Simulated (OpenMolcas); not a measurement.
# Br²⁺: RASSCF terms and fine-structure levels, part 2 of 2

Wanted: the level scheme of Br²⁺ from active-space wave functions.

OpenMolcas 26.06; ANO-RCC, DKH2, active space 3 electrons in 9 orbitals (RAS2 4p; RAS3 4d 5s, at most 1 electrons), orbitals: per spin and parity. Earlier steps stand in the parts before.

## 7. State interaction with spin-orbit coupling

a.inp reads:

```
&RASSI
NrOfJobIphs=4 1 8 18 54
1
1 2 3 4 5 6 7 8
1 2 3 4 5 6 7 8 9 10 11 12 13 14 15 16 17 18
1 2 3 4 5 6 7 8 9 10 11 12 13 14 15 16 17 18 19 20 21 22 23 24 25 26 27
28 29 30 31 32 33 34 35 36 37 38 39 40 41 42 43 44 45 46 47 48 49 50 51
52 53 54
IphNames
JOB001
JOB002
JOB003
JOB004
EJob
SpinOrbit
DIPRint=1.0
SOCoupling=1000.0
Subsets=2
MEES
Property=10
'ANGMOM' 1 'ANGMOM' 2 'ANGMOM' 3 'MLTPL  1' 1 'MLTPL  1' 2 'MLTPL  1' 3
'AMFI' 1 'AMFI' 2 'AMFI' 3 'MLTPL  2' 6
SOProperty=3
'ANGMOM' 1 'ANGMOM' 2 'ANGMOM' 3
```

The run is started by

```
$ OMP_NUM_THREADS=1 MOLCAS_MEM=2252 MOLCAS_PROJECT=a pymolcas a.inp > a.log
```

The program printed:

```text
SPIN-FREE ENERGIES:
  (Shifted by EMIN (a.u.) =      -2603.1681040292)

 SF State       Relative EMIN(au)   Rel lowest level(eV)    D:o, cm**(-1)      L_eff

     1             0.0000000000        0.0000000000              0.0000         0.0
     2             0.0929766077        2.5300223846          20406.0067         2.0
     3             0.0929766077        2.5300223846          20406.0067         2.0
     4             0.0929766077        2.5300223846          20406.0067         2.0
     5             0.0929766077        2.5300223846          20406.0067         2.0
     6             0.0929766077        2.5300223846          20406.0067         2.0
     7             0.1543632069        4.2004368462          33878.8079         1.0
     8             0.1543632069        4.2004368462          33878.8079         1.0
     9             0.1543632069        4.2004368462          33878.8079         1.0
    10             0.6410216605       17.4430879959         140687.9926         3.0
    11             0.6410216605       17.4430879959         140687.9926         3.0
    12             0.6410216605       17.4430879959         140687.9926         3.0
    13             0.6410216605       17.4430879959         140687.9926         3.0
    14             0.6410216605       17.4430879959         140687.9926         3.0
    15             0.6410216605       17.4430879959         140687.9926         3.0
    16             0.6410216605       17.4430879959         140687.9926         3.0
    17             0.6637553604       18.0617034850         145677.4630         2.0
    18             0.6637553604       18.0617034850         145677.4630         2.0
    19             0.6637553604       18.0617034850         145677.4630         2.0
    20             0.6637553604       18.0617034850         145677.4630         2.0
    21             0.6637553604       18.0617034850         145677.4630         2.0
    28             0.6710453245       18.2600735134         147277.4252         1.0
    29             0.6710453245       18.2600735134         147277.4252         1.0
    30             0.6710453245       18.2600735134         147277.4252         1.0
    22             0.6764034083       18.4058744023         148453.3887         1.0
    23             0.6764034083       18.4058744023         148453.3887         1.0
    24             0.6764034083       18.4058744023         148453.3887         1.0
    31             0.6813718029       18.5410713061         149543.8253         3.0
    32             0.6813718029       18.5410713061         149543.8253         3.0
    33             0.6813718029       18.5410713061         149543.8253         3.0
    34             0.6813718029       18.5410713061         149543.8253         3.0
    35             0.6813718029       18.5410713061         149543.8253         3.0
    36             0.6813718029       18.5410713061         149543.8253         3.0
    37             0.6813718029       18.5410713061         149543.8253         3.0
    38             0.7065954760       19.2274424161         155079.7816         1.0
    39             0.7065954760       19.2274424161         155079.7816         1.0
    40             0.7065954760       19.2274424161         155079.7816         1.0
    26             0.7314582781       19.9039937279         160536.5359         1.0
    27             0.7314582781       19.9039937279         160536.5359         1.0
    25             0.7314582781       19.9039937279         160536.5359         1.0
Eigenvalues of complex Hamiltonian:
   -----------------------------------
  (Shifted by EMIN (a.u.) =      -2603.1681040292)

 SO State       Relative EMIN(au)   Rel lowest level(eV)    D:o, cm**(-1)     J-value

     1            -0.0011875888        0.0000000000              0.0000         1.0
     2            -0.0011875888        0.0000000000              0.0000         1.1
     3            -0.0011875888        0.0000000000              0.0000         1.2
     4            -0.0011875888        0.0000000000              0.0000         1.2
     5             0.0895824737        2.4699792321          19921.7260         1.3
     6             0.0895824737        2.4699792321          19921.7260         1.3
     7             0.0895824738        2.4699792329          19921.7260         1.0
     8             0.0895824738        2.4699792329          19921.7260         1.0
     9             0.0929766077        2.5623383233          20666.6523         1.7
    10             0.0929766077        2.5623383233          20666.6523         1.7
    11             0.0929766077        2.5623383233          20666.6523         2.2
    12             0.0929766077        2.5623383233          20666.6523         2.2
    13             0.0929766077        2.5623383233          20666.6523         2.0
    14             0.0929766077        2.5623383233          20666.6523         2.0
    15             0.1543632069        4.2327527849          34139.4536         0.4
    16             0.1543632069        4.2327527849          34139.4536         0.4
    17             0.1589449298        4.3574278140          35145.0255         1.0
    18             0.1589449298        4.3574278140          35145.0255         1.0
    19             0.1589449298        4.3574278148          35145.0255         1.3
    20             0.1589449298        4.3574278148          35145.0255         1.3
    21             0.6288685323       17.1447004697         138281.3349         1.3
    22             0.6288685323       17.1447004697         138281.3349         1.3
    23             0.6288685323       17.1447004700         138281.3349         1.0
    24             0.6288685323       17.1447004700         138281.3349         1.0
    25             0.6332057203       17.2627213658         139233.2377         2.3
    26             0.6332057203       17.2627213662         139233.2377         1.7
    27             0.6332057203       17.2627213662         139233.2377         1.7
    28             0.6332057203       17.2627213658         139233.2377         2.3
    29             0.6332057203       17.2627213661         139233.2377         1.9
    30             0.6332057203       17.2627213661         139233.2377         1.9
    31             0.6394923935       17.4337904606         140613.0030         3.3
    32             0.6394923936       17.4337904610         140613.0030         2.5
    33             0.6394923935       17.4337904606         140613.0030         3.3
    34             0.6394923935       17.4337904608         140613.0030         2.8
    35             0.6394923935       17.4337904609         140613.0030         2.6
    36             0.6394923935       17.4337904608         140613.0030         2.9
    37             0.6394923935       17.4337904609         140613.0030         2.5
    38             0.6394923936       17.4337904610         140613.0030         2.4
    39             0.6476689367       17.6562855345         142407.5467         4.2
    40             0.6476689367       17.6562855345         142407.5467         3.8
    41             0.6476689367       17.6562855345         142407.5467         2.1
Weights of the five most important spin-orbit-free states for each spin-orbit state.

 SO State  Total energy (au)           Spin-free states, spin, and weights
 -------------------------------------------------------------------------------------------------------
    1        -0.001188       1 1.5  0.9921    9 0.5  0.0038    8 0.5  0.0022    7 0.5  0.0017    6 0.5  0.0001
    2        -0.001188       1 1.5  0.9921    8 0.5  0.0035    7 0.5  0.0025    9 0.5  0.0017    4 0.5  0.0001
    3        -0.001188       1 1.5  0.9921    9 0.5  0.0034    7 0.5  0.0029    8 0.5  0.0014    6 0.5  0.0001
    4        -0.001188       1 1.5  0.9921    7 0.5  0.0032    8 0.5  0.0031    9 0.5  0.0013    4 0.5  0.0001
    5         0.089582       5 0.5  0.3506    4 0.5  0.3152    3 0.5  0.1134    2 0.5  0.1051    6 0.5  0.0663
    6         0.089582       5 0.5  0.3502    4 0.5  0.3159    3 0.5  0.1128    2 0.5  0.1063    6 0.5  0.0655
    7         0.089582       6 0.5  0.3148    2 0.5  0.2739    3 0.5  0.2675    4 0.5  0.0643    9 0.5  0.0315
    8         0.089582       6 0.5  0.3139    2 0.5  0.2752    3 0.5  0.2668    4 0.5  0.0651    9 0.5  0.0315
    9         0.092977       6 0.5  0.5760    3 0.5  0.2069    2 0.5  0.1797    5 0.5  0.0204    4 0.5  0.0170
   10         0.092977       6 0.5  0.5756    3 0.5  0.2022    2 0.5  0.1841    5 0.5  0.0201    4 0.5  0.0180
   11         0.092977       5 0.5  0.5519    2 0.5  0.1513    3 0.5  0.1477    4 0.5  0.1351    6 0.5  0.0139
   12         0.092977       5 0.5  0.5522    2 0.5  0.1527    3 0.5  0.1461    4 0.5  0.1349    6 0.5  0.0141
```

These steps: 2.2 min of run time, 1 thread of Intel Xeon Platinum 8488C (Sapphire Rapids), shared host.

The roots that group into whole terms:

| configuration | term | E (cm⁻¹) |
| --- | --- | --- |
| 4s² 4p³ | ⁴S° | 0.0 |
| 4s² 4p³ | ²D° | 20406 |
| 4s² 4p³ | ²P° | 33879 |
| 4s² 4p² 4d | ⁴F | 140688 |
| 4s² 4p² 4d | ⁴D | 145677 |
| 4s² 4p² 4d | ²P(1) | 147277 |
| 4s² 4p² 5s | ⁴P | 148453 |
| 4s² 4p² 4d | ²F(1) | 149544 |
| 4s² 4p² 5s | ²P | 155080 |
| 4s² 4p² 4d | ⁴P | 160537 |
| 4s² 4p² 5s | ²D | 163318 |
| 4s² 4p² 4d | ²G | 163802 |
| 4s² 4p² 4d | ²D(1) | 168270 |
| 4s² 4p² 4d | ²S | 177959 |
| 4s² 4p² 4d | ²D(2) | 178249 |
| 4s² 4p² 4d | ²P(2) | 182226 |
| 4s² 4p² 4d | ²F(2) | 185225 |
| 4s² 4p² 5s | ²S | 188511 |
| 4s² 4p² 4d | ²D(3) | 195779 |

Fine-structure levels, from the RASSI matrices grouped by J:

```csv
Configuration,Term,J,E (cm⁻¹),g,Leading %
4s² 4p³,⁴S°,3/2,0.0,1.997,99
4s² 4p³,²D°,3/2,19922,0.827,95
4s² 4p³,²D°,5/2,20667,1.200,100
4s² 4p³,²P°,1/2,34139,0.666,100
4s² 4p³,²P°,3/2,35145,1.312,94
4s² 4p² 4d,⁴F,3/2,138281,0.420,97
4s² 4p² 4d,⁴F,5/2,139233,1.043,96
4s² 4p² 4d,⁴F,7/2,140613,1.246,96
4s² 4p² 4d,⁴F,9/2,142408,1.332,99
4s² 4p² 4d,⁴D,1/2,144530,0.067,91
4s² 4p² 4d,⁴D,3/2,144678,1.212,76
4s² 4p² 4d,⁴D,5/2,145397,1.307,84
4s² 4p² 5s,⁴P,1/2,145606,2.551,93
4s² 4p² 4d,⁴D,7/2,146036,1.383,83
4s² 4p² 4d,²P(1),3/2,146882,1.408,59
4s² 4p² 5s,⁴P,3/2,147739,1.620,74
4s² 4p² 4d,²F(1),5/2,148472,0.912,89
4s² 4p² 4d,²P(1),1/2,148729,0.713,80
4s² 4p² 5s,⁴P,5/2,149910,1.591,97
4s² 4p² 4d,²F(1),7/2,151587,1.179,85
4s² 4p² 5s,²P,1/2,154433,0.680,89
4s² 4p² 5s,²P,3/2,155709,1.308,92
4s² 4p² 4d,⁴P,5/2,159916,1.581,94
4s² 4p² 4d,⁴P,3/2,161097,1.709,96
4s² 4p² 4d,⁴P,1/2,161709,2.651,98
4s² 4p² 5s,²D,3/2,164012,0.844,92
4s² 4p² 4d,²G,7/2,164041,0.893,98
4s² 4p² 5s,²D,5/2,164066,1.218,95
4s² 4p² 4d,²G,9/2,164386,1.114,99
4s² 4p² 4d,²D(1),5/2,168759,1.207,97
4s² 4p² 4d,²D(1),3/2,168767,0.815,95
4s² 4p² 4d,²D(2),3/2,176587,0.807,97
4s² 4p² 4d,²S,1/2,178554,1.997,98
4s² 4p² 4d,²D(2),5/2,179852,1.189,96
4s² 4p² 4d,²P(2),1/2,181588,0.685,99
4s² 4p² 4d,²P(2),3/2,183364,1.326,97
4s² 4p² 4d,²F(2),5/2,185249,0.888,91
4s² 4p² 4d,²F(2),7/2,185574,1.142,99
4s² 4p² 5s,²S,1/2,189201,1.997,99
4s² 4p² 4d,²D(3),5/2,195947,1.183,94
```

The table of levels holds 40 of 41 computed; the rest, higher up, is left out.

Transitions at RASSCF energies (vacuum wavelengths; branching counts decays inside the model space alone):

| upper | lower | type | λ (nm) | A (s-1) | branching % |
| --- | --- | --- | --- | --- | --- |
| 4s² 4p² 4d ²D_5/2(3) | 4s² 4p³ ²D°_5/2 | E1 | 57.05 | 2.35e+09 | 11.6 |
| 4s² 4p² 4d ²F_5/2(2) | 4s² 4p³ ²D°_3/2 | E1 | 60.49 | 2.77e+10 | 93.9 |
| 4s² 4p² 4d ²F_7/2(2) | 4s² 4p³ ²D°_5/2 | E1 | 60.64 | 3.21e+10 | 100.0 |
| 4s² 4p² 4d ²D_3/2(3) | 4s² 4p³ ²P°_1/2 | E1 | 61.15 | 1.55e+10 | 75.3 |
| 4s² 4p² 4d ²P_3/2(2) | 4s² 4p³ ²D°_5/2 | E1 | 61.46 | 3.26e+09 | 21.9 |
| 4s² 4p² 4d ²D_3/2(3) | 4s² 4p³ ²P°_3/2 | E1 | 61.53 | 4.02e+09 | 19.6 |
| 4s² 4p² 4d ⁴P_1/2 | 4s² 4p³ ⁴S°_3/2 | E1 | 61.84 | 1.90e+10 | 100.0 |
| 4s² 4p² 4d ²P_1/2(2) | 4s² 4p³ ²D°_3/2 | E1 | 61.86 | 6.17e+09 | 41.4 |
| 4s² 4p² 4d ⁴P_3/2 | 4s² 4p³ ⁴S°_3/2 | E1 | 62.07 | 1.83e+10 | 99.0 |
| 4s² 4p² 4d ²D_5/2(3) | 4s² 4p³ ²P°_3/2 | E1 | 62.19 | 1.79e+10 | 88.3 |
| 4s² 4p² 4d ²D_5/2(2) | 4s² 4p³ ²D°_3/2 | E1 | 62.53 | 2.55e+09 | 33.5 |
| 4s² 4p² 4d ⁴P_5/2 | 4s² 4p³ ⁴S°_3/2 | E1 | 62.53 | 1.71e+10 | 97.7 |
| 4s² 4p² 5s ⁴P_5/2 | 4s² 4p³ ⁴S°_3/2 | E1 | 66.71 | 3.36e+09 | 98.9 |
| 4s² 4p² 4d ²D_3/2(1) | 4s² 4p³ ²D°_3/2 | E1 | 67.18 | 7.76e+09 | 82.0 |
| 4s² 4p² 4d ²P_3/2(2) | 4s² 4p³ ²P°_3/2 | E1 | 67.47 | 1.02e+10 | 68.6 |
| 4s² 4p² 4d ²D_5/2(1) | 4s² 4p³ ²D°_5/2 | E1 | 67.53 | 7.96e+09 | 86.3 |
| 4s² 4p² 4d ²P_1/2(2) | 4s² 4p³ ²P°_1/2 | E1 | 67.82 | 6.17e+09 | 41.4 |
| 4s² 4p² 4d ²D_5/2(2) | 4s² 4p³ ²P°_3/2 | E1 | 69.11 | 4.94e+09 | 65.0 |
| 4s² 4p² 5s ²D_3/2 | 4s² 4p³ ²D°_3/2 | E1 | 69.4 | 2.65e+09 | 82.1 |
| 4s² 4p² 4d ²S_1/2 | 4s² 4p³ ²P°_3/2 | E1 | 69.73 | 6.13e+09 | 58.3 |
| 4s² 4p² 5s ²D_5/2 | 4s² 4p³ ²D°_5/2 | E1 | 69.74 | 3.56e+09 | 87.2 |
| 4s² 4p² 4d ²D_3/2(2) | 4s² 4p³ ²P°_1/2 | E1 | 70.2 | 5.21e+09 | 86.8 |

## 8. Comparison with measured levels

A. RASSCF

Energies in cm⁻¹ above each method's lowest level; measured values from Moore, Atomic Energy Levels, vol. II, NSRDS-NBS 35 (1971 reprint of NBS Circular 467, 1952).

| level | A | measured |
| --- | --- | --- |
| 4s² 4p³ ⁴S°_3/2 | 0.0 | 0.0 |
| 4s² 4p³ ²D°_3/2 | 19922 |  |
| 4s² 4p³ ²D°_5/2 | 20667 |  |
| 4s² 4p³ ²P°_1/2 | 34139 | 26915 |
| 4s² 4p³ ²P°_3/2 | 35145 | 28579 |
| 4s² 4p² 4d ⁴F_3/2 | 138281 |  |
| 4s² 4p² 4d ⁴F_5/2 | 139233 |  |
| 4s² 4p² 4d ⁴F_7/2 | 140613 |  |
| 4s² 4p² 4d ⁴F_9/2 | 142408 |  |
| 4s² 4p² 4d ⁴D_1/2 | 144530 |  |
| 4s² 4p² 4d ⁴D_3/2 | 144678 |  |
| 4s² 4p² 4d ⁴D_5/2 | 145397 |  |
| 4s² 4p² 5s ⁴P_1/2 | 145606 | 145417 |
| 4s² 4p² 4d ⁴D_7/2 | 146036 |  |
| 4s² 4p² 4d ²P_3/2(1) | 146882 |  |
| 4s² 4p² 5s ⁴P_3/2 | 147739 | 147670 |
| 4s² 4p² 4d ²F_5/2(1) | 148472 |  |
| 4s² 4p² 4d ²P_1/2(1) | 148729 |  |
| 4s² 4p² 5s ⁴P_5/2 | 149910 | 150260 |
| 4s² 4p² 4d ²F_7/2(1) | 151587 |  |
| 4s² 4p² 5s ²P_1/2 | 154433 |  |
| 4s² 4p² 5s ²P_3/2 | 155709 |  |
| 4s² 4p² 4d ⁴P_5/2 | 159916 |  |
| 4s² 4p² 4d ⁴P_3/2 | 161097 |  |
| 4s² 4p² 4d ⁴P_1/2 | 161709 |  |
| 4s² 4p² 5s ²D_3/2 | 164012 |  |
| 4s² 4p² 4d ²G_7/2 | 164041 |  |
| 4s² 4p² 5s ²D_5/2 | 164066 |  |
| 4s² 4p² 4d ²G_9/2 | 164386 |  |
| 4s² 4p² 4d ²D_5/2(1) | 168759 |  |

Mean absolute deviation from the 5 measured excited levels that all methods hold: A 2900 cm⁻¹.

## 9. Results

What follows sums up all 2 parts.

| quantity | value |
| --- | --- |
| method | RASSCF |
| lowest level | 4s² 4p³ ⁴S°_3/2, 99 % of that term, g = 1.997 |
| ground level listed by NIST | 4S°3/2 |
| first excited level | 4s² 4p³ ²D°_3/2 at 19922 cm⁻¹ |
| spin-orbit lowering of the lowest level | 261 cm⁻¹ |
| strongest of the lines computed, by gA, at RASSCF energies | 4s² 4p² 4d ²F_7/2(2) → 4s² 4p³ ²D°_5/2, 60.64 nm, A = 3.21e+10 s⁻¹ |

The computed levels miss the measured ones by 2900 cm⁻¹ on average. Only the configurations of the active space and the roots asked for are present. With the s shell closed, the highest p terms come out too high. Only valence configurations of the active space appear, up to the ionisation limit; * or ° marks odd parity.
